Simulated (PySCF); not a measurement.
# Solver options tried on RbZn (quartet)

Do solver options change the result for RbZn (quartet), or only the number of cycles?

Method: each script names its method and basis; program: PySCF 2.14.0.

9 further runs of the same task are left out: 1 for a known fault of the program, 8 that didn't finish.

### 1 Starting geometry

RbZn (quartet): 2 atoms, charge 0, spin multiplicity 4.

Bond lengths: Rb1–Zn2 3.250 Å.

### 2 Base script

input.py

```python
from pyscf import gto, dft

mol = gto.M(
    atom='Rb 0 0 0; Zn 0 0 3.25',
    basis='def2-svp',
    ecp={'Rb': 'def2-svp'},
    charge=0,
    spin=3,
    verbose=4,
)
mf = dft.ROKS(mol, xc='b3lyp')
mf.kernel()
mf.dip_moment()
print('orbital energies (hartree):', mf.mo_energy[..., max(0, mol.nelec[1]-3):mol.nelec[0]+3].round(4))
```

The run is started by

```bash
> python input.py
```

The log of this run is left out.

It gives: E(SCF) = -1803.128104 Eh, 11 cycles, μ = 1.27 D.

The bond length is a typed value, not an optimised one. The quartet is typed in the script; nothing here shows that it is the ground state.

### 3 Initial guess 1e

Edit 1 changes initial guess: minao → 1e.

input.py

```python
from pyscf import gto, dft

mol = gto.M(
    atom='Rb 0 0 0; Zn 0 0 3.25',
    basis='def2-svp',
    ecp={'Rb': 'def2-svp'},
    charge=0,
    spin=3,
    verbose=4,
)
mf = dft.ROKS(mol, xc='b3lyp')
mf.init_guess = '1e'
mf.kernel()
mf.dip_moment()
print('orbital energies (hartree):', mf.mo_energy[..., max(0, mol.nelec[1]-3):mol.nelec[0]+3].round(4))
```

The run is started by

```bash
> python input.py
```

### 4 Convergence threshold 1e-05 hartree

Edit 2 changes convergence threshold: default → 1e-05 hartree.

Edit input.py of step 2 so:

```diff
@@ -11,2 +11,3 @@
 mf = dft.ROKS(mol, xc='b3lyp')
+mf.conv_tol = 1e-05
 mf.kernel()
```

What does the calculation give? Wanted: for each run, E(SCF); from base; SCF dipole.

The runs gave:

```
                                run  E(SCF) (hartree)  from base (eV)  cycles  SCF dipole (D)
                               base      -1803.128104               0      11            1.27
                   initial guess 1e      -1803.128104          0.0000      35            1.27
convergence threshold 1e-05 hartree      -1803.128104          0.0000       7            1.24
```

Distance from each run's final energy (log10 hartree) by cycle:

```
                                run  cycle 1  cycle 2  cycle 3  cycle 5  cycle 8  cycle 12
                               base     -1.1     -1.1     -2.5     -4.3     -7.3      done
                   initial guess 1e      2.4      2.2      0.9      1.3      1.3       0.2
convergence threshold 1e-05 hartree     -1.1     -1.1     -2.5     -4.3     done      done
```

In words: No change of the SCF energy comes from initial guess 1e or convergence threshold 1e-05 hartree. The base needs 11 cycles and the run with initial guess 1e needs 35.
